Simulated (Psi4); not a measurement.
# Two attempts at InF (SMILES [F][In])

Aim: the excited states of InF at TD-B3PW91/def2-TZVPP (density fitting, core potential, save jk yes, triplets only).

The calculation is run with Psi4 1.11.

1 further run of the same task is left out (set aside as unsound or not needed).

### Step 1. The system as given

InF has 2 atoms, charge 0, and is taken as a singlet. SMILES: `[F][In]`. The shape comes from GFN2-xTB, which is rough for such elements, and wasn't checked as a minimum.

Bond lengths: F1–In2 2.025 Å.

### Step 2. First attempt

input.dat

```
memory 1600 mb

molecule m {
  0 1
  F      0.000000     0.000000     0.000000
  In     0.000000     0.000000     2.025490
  units bohr
  no_reorient
  no_com
}

set basis def2-TZVPP
set save_jk true
set maxiter 60

from psi4.driver.procrouting.response.scf_response import tdscf_excitations
e, wfn = energy('b3pw91', return_wfn=True)
states = tdscf_excitations(wfn, states=8, tda=False, triplets='only')
```

Launch:

```console
$ psi4 -n 1 input.dat output.dat
```

output.dat:

```text
[...]
    !!!  WARNING: ECP capability is in beta. Please check occupations closely.  !!!
[...]
  Running in c2v symmetry.
[...]
  Nuclear repulsion =   93.310754434729375
[...]
  Multiplicity = 1
[...]
  Nalpha       = 15
  Nbeta        = 15
[...]
    Number of basis functions: 81
[...]
   @DF-RKS iter   1:  -287.71929063850740    2.63903e+00   2.44309e-02 DIIS/ADIIS
[...]
   @DF-RKS iter   9:  -288.08973517967144   -1.28733e-09   3.33196e-07 DIIS
[...]
    Orbital Energies [Eh]
    ---------------------
    Doubly Occupied:
       1A1   -24.853279     2A1    -4.820008     3A1    -3.366723
       1B1    -3.170392     1B2    -3.170392     4A1    -1.528080
       2B1    -1.102548     2B2    -1.102548     5A1    -0.955639
       6A1    -0.838973     1A2    -0.838973     3B1    -0.471474
       3B2    -0.471474     7A1    -0.373174     8A1    -0.111559
[...]
  @DF-RKS Final Energy:  -288.08973517967144
   => Energetics <=
    Nuclear Repulsion Energy =             93.3107544347293754
    One-Electron Energy =                -652.5261075285592369
    Two-Electron Energy =                 293.7499068210196924
    DFT Exchange-Correlation Energy =     -22.6242889068612278
    Empirical Dispersion Energy =           0.0000000000000000
    VV10 Nonlocal Energy =                  0.0000000000000000
    Total Energy =                       -288.0897351796714361
[...]
 Multipole Moments:
 ------------------------------------------------------------------------------------
     Multipole            Electronic (a.u.)      Nuclear  (a.u.)        Total (a.u.)
 ------------------------------------------------------------------------------------
 L = 1.  Multiply by 2.5417464519 to convert [e a0] to [Debye]
 Dipole X            :          0.0000000            0.0000000            0.0000000
 Dipole Y            :          0.0000000            0.0000000            0.0000000
 Dipole Z            :        -44.3782764           42.5352900           -1.8429864
 Magnitude           :                                                    1.8429864
[...]
**********                               WARNING                                **********
**********       The names of excited state variables changed between 1.5       **********
[...]
**********                               WARNING                                **********
**********  Length-gauge rotatory strengths are **NOT** gauge-origin invariant  **********
[...]
                                    Excitation Energy         Total Energy        Oscillator Strength             Rotatory Strength
[...]
Excited State    1 (3 A1):   0.08373 au   544.18 nm f = 0.0000
[...]
Excited State    5 (3 A2):   0.21515 au   211.78 nm f = 0.0000
[...]
Excited State    6 (3 B1):   0.21962 au   207.47 nm f = 0.0000
[...]
Excited State    7 (3 B2):   0.21962 au   207.47 nm f = 0.0000
[...]
Excited State    8 (3 A2):   0.36374 au   125.26 nm f = 0.0000
[...]
**********                               WARNING                                **********
**********       The names of excited state variables changed between 1.5       **********
[...]
```

Run time: 27 s. Hardware: 1 thread of Intel Xeon Platinum 8259CL at 2.50GHz (Skylake/Cascade Lake), shared host; peak memory 0.3 GiB.

### Step 3. Diagnosis

The program ended normally, but the settings are unsound, so its numbers aren't properties of the molecule.

What is wrong: the coordinates are read in the wrong unit, so the molecule is scaled by the ratio of bohr to ångström. As the program read them, the closest atoms are 1.07 Å apart, against 2.03 Å in the sound input.

### Step 4. Second attempt

job.in

```
memory 1600 MB

molecule {
  F      0.000000     0.000000     0.000000
  In     0.000000     0.000000     2.025490
  no_reorient
  no_com
}

set {
  basis def2-TZVPP
  save_jk true
}

from psi4.driver.procrouting.response.scf_response import tdscf_excitations
E, wfn = energy('b3pw91', return_wfn=True)
states = tdscf_excitations(wfn, states=8, tda=False, triplets='only')
```

Launch:

```console
$ psi4 -i job.in -o job.out -n 1
```

job.out:

```text
[...]
    !!!  WARNING: ECP capability is in beta. Please check occupations closely.  !!!
[...]
  Running in c2v symmetry.
[...]
  Nuclear repulsion =   49.377924757283424
[...]
  Multiplicity = 1
[...]
  Nalpha       = 15
  Nbeta        = 15
[...]
    Number of basis functions: 81
[...]
   @DF-RKS iter   1:  -289.93999772334035   -9.71055e-01   1.71548e-02 DIIS/ADIIS
[...]
   @DF-RKS iter   9:  -290.15094618515514   -1.74140e-09   3.59221e-07 DIIS
[...]
    Orbital Energies [Eh]
    ---------------------
    Doubly Occupied:
       1A1   -24.566019     2A1    -4.670107     1B1    -3.075274
       1B2    -3.075274     3A1    -3.066034     4A1    -1.064461
       5A1    -0.765218     1A2    -0.765218     2B1    -0.757600
       2B2    -0.757600     6A1    -0.753022     7A1    -0.394784
       3B1    -0.331134     3B2    -0.331134     8A1    -0.273179
[...]
  @DF-RKS Final Energy:  -290.15094618515514
   => Energetics <=
    Nuclear Repulsion Energy =             49.3779247572834237
    One-Electron Energy =                -574.1729850789905640
    Two-Electron Energy =                 256.7537919425885207
    DFT Exchange-Correlation Energy =     -22.1096778060364443
    Empirical Dispersion Energy =           0.0000000000000000
    VV10 Nonlocal Energy =                  0.0000000000000000
    Total Energy =                       -290.1509461851551350
[...]
 Multipole Moments:
 ------------------------------------------------------------------------------------
     Multipole            Electronic (a.u.)      Nuclear  (a.u.)        Total (a.u.)
 ------------------------------------------------------------------------------------
 L = 1.  Multiply by 2.5417464519 to convert [e a0] to [Debye]
 Dipole X            :          0.0000000            0.0000000            0.0000000
 Dipole Y            :          0.0000000            0.0000000            0.0000000
 Dipole Z            :        -79.0383209           80.3800488            1.3417279
 Magnitude           :                                                    1.3417279
[...]
**********                               WARNING                                **********
**********       The names of excited state variables changed between 1.5       **********
[...]
**********                               WARNING                                **********
**********  Length-gauge rotatory strengths are **NOT** gauge-origin invariant  **********
[...]
                                    Excitation Energy         Total Energy        Oscillator Strength             Rotatory Strength
[...]
Excited State    1 (3 B1):   0.13340 au   341.55 nm f = 0.0000
[...]
Excited State    5 (3 A2):   0.21706 au   209.91 nm f = 0.0000
[...]
Excited State    6 (3 A2):   0.22352 au   203.85 nm f = 0.0000
[...]
Excited State    7 (3 B2):   0.26809 au   169.95 nm f = 0.0000
[...]
Excited State    8 (3 B1):   0.26809 au   169.95 nm f = 0.0000
[...]
**********                               WARNING                                **********
**********       The names of excited state variables changed between 1.5       **********
[...]
```

Wall time 31 s (1 thread of Intel Xeon Platinum 8259CL at 2.50GHz (Skylake/Cascade Lake), shared host); peak memory 0.31 GiB.

The roots found:

```
excited state  energy (eV)  strength  label
            1        3.630    0.0000   B1 3
            2        3.630    0.0000   B2 3
            3        5.585    0.0000   A1 3
            4        5.775    0.0000   A1 3
            5        5.907    0.0000   A2 3
            6        6.082    0.0000   A2 3
            7        7.295    0.0000   B2 3
            8        7.295    0.0000   B1 3
```

### Step 5. Results

Level: TD-B3PW91/def2-TZVPP (density fitting, core potential, save jk yes, triplets only).

| quantity | value |
| --- | --- |
| ground-state or mean-field energy | -290.15095 Eh |
| dipole moment (B3PW91 Kohn–Sham density) | 3.41 D |
| HOMO energy (B3PW91 Kohn–Sham orbitals) | -7.43 eV |
| LUMO energy (B3PW91 Kohn–Sham orbitals) | -1.75 eV |
| HOMO–LUMO gap (B3PW91 Kohn–Sham orbitals) | 5.69 eV |
| lowest excitation energy | 3.63 eV |

**Reading.** The first attempt's energy was +56.088 eV off this one.
